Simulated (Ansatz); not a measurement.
# F2Si: the cost of one run

Method: PBE0-D4/def2-TZVP structures, single points in def2-TZVPP, no counterpoise correction; program: Ansatz 0.2.0, Gaussian basis.

Levels: SPW92, PBE-D4, BLYP-D4, r2SCAN-D4, B97M-V, PBE0-D4, B3LYP-D4, r2SCAN0-D4, BHLYP-D4, CAM-B3LYP-D4, wB97X-V, wB97M-V, B2PLYP, PBE-QIDH, RPA on PBE, Hartree-Fock, MP2, CCSD, CCSD(T).

Correlated methods freeze the cores. B3LYP uses VWN-RPA correlation. B2PLYP carries no dispersion term here.

56 further runs of the same task are left out: 56 set aside as unsound or not needed.

### 1 The system as given

The complex: 9 atoms, charge 0, spin multiplicity 1.

Atoms are counted from 1 here; the program's logs count them from 0.

Bond lengths: Si1–F5 1.627 Å, Si1–F6 1.633 Å, O2–C3 1.439 Å, O2–H4 0.964 Å, C3–H7 1.090 Å, C3–H8 1.087 Å, C3–H9 1.090 Å. Angles: F5–Si1–F6 98.7°, C3–O2–H4 110.3°, O2–C3–H7 109.2°, O2–C3–H8 106.0°, O2–C3–H9 110.6°, H7–C3–H8 110.1°, H7–C3–H9 111.2°, H8–C3–H9 109.6°.

As a file:

```csv
atom,x (Å),y (Å),z (Å)
Si1,-1.85152,0.17430,0.68964
O2,0.08159,0.83596,0.27867
C3,0.97804,-0.03241,-0.43828
H4,0.49712,1.14992,1.08940
F5,-2.00839,-0.13685,-0.89971
F6,-1.24102,-1.26448,1.16248
H7,1.87094,0.52629,-0.71901
H8,0.44083,-0.34880,-1.32816
H9,1.23251,-0.90393,0.16499
```

Its parts: SiF2 holds atoms 1, 5, 6; CH4O holds atoms 2, 3, 4, 7, 8, 9. Each part counts its atoms afresh in its own runs.

### 2 Relaxing SiF2 alone

File relax-a/in.yaml:

```yaml
crystal:
  periodic: [false, false, false]
  atoms:
    - {symbol: Si, position_ang: [-1.851515, 0.174305, 0.689637]}
    - {symbol: F, position_ang: [-2.008393, -0.136853, -0.899711]}
    - {symbol: F, position_ang: [-1.241017, -1.264481, 1.162480]}
basis:
  gaussian: {orbitals: def2-TZVP}
hamiltonian: {xc: pbe0, dispersion: d4}
relax: {f_tol: 0.005, max_steps: 200}
```

Run with:

```
> ansatz run in.yaml --threads 4 --pin off --events-out ev --progress --plain --max-ram 9574MiB
```

**Question.** How long does this run take on 4 threads of Arm Neoverse V2, shared host?

About 2.2 s.
